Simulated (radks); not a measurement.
# Fractional charge and spin in the 4d shell of silver

One table from this session's results is given with a row withheld; the runs are named, their logs left out.

The numbers are computed with radks (a radial shooting solver on a logarithmic mesh, Libxc functionals) version 1 (scalar-relativistic Kohn-Sham, PBE, spin-polarised, spherical densities, finite nucleus), except any that are marked as measured or tabulated.

### The system

```
element            : silver (Z = 47)
configuration      : [Kr] 4d(up 5, down 5)
nuclear rms radius : 4.5454 fm
```

A shell typed twice in an input gives spin up, then spin down.

The first run:

The run's settings:

```text
Z 47
configuration [Kr] 4d5 4d5
relativity scalar-relativistic
functional pbe,pbe
spin polarised
nucleus finite rms 4.5454 fm
c 137.035999084
```

Among the steps run: 4d: up 5, down 5.

One table of the session follows, with a row left open; its other results are not shown here.

It belongs to the step «4d: up 5, down 5». From the orbitals of this run (lengths in bohr):

```
level     <r>  outermost maximum (interpolated)  90 % within  nodes
   2s  0.1349                             0.114        0.208      1
   2p  0.1177                            0.0911        0.192      0
   3s  0.3685                             0.333        0.543      2
   3p  0.3676                             0.326        0.553      1
   3d  0.3458                             0.274        0.547      0
   4s  0.9126                             0.823         1.33      3
   4p       ?                                 ?            ?      ?
   4d   1.387                              1.04         2.24      1
```

Q: Estimate the row for 4p from the others.

As computed: <r>: 1.002; outermost maximum (interpolated): 0.877; 90 % within: 1.48; nodes: 2. In the column «<r>» it lies between 4s (0.9126) and 4d (1.387).
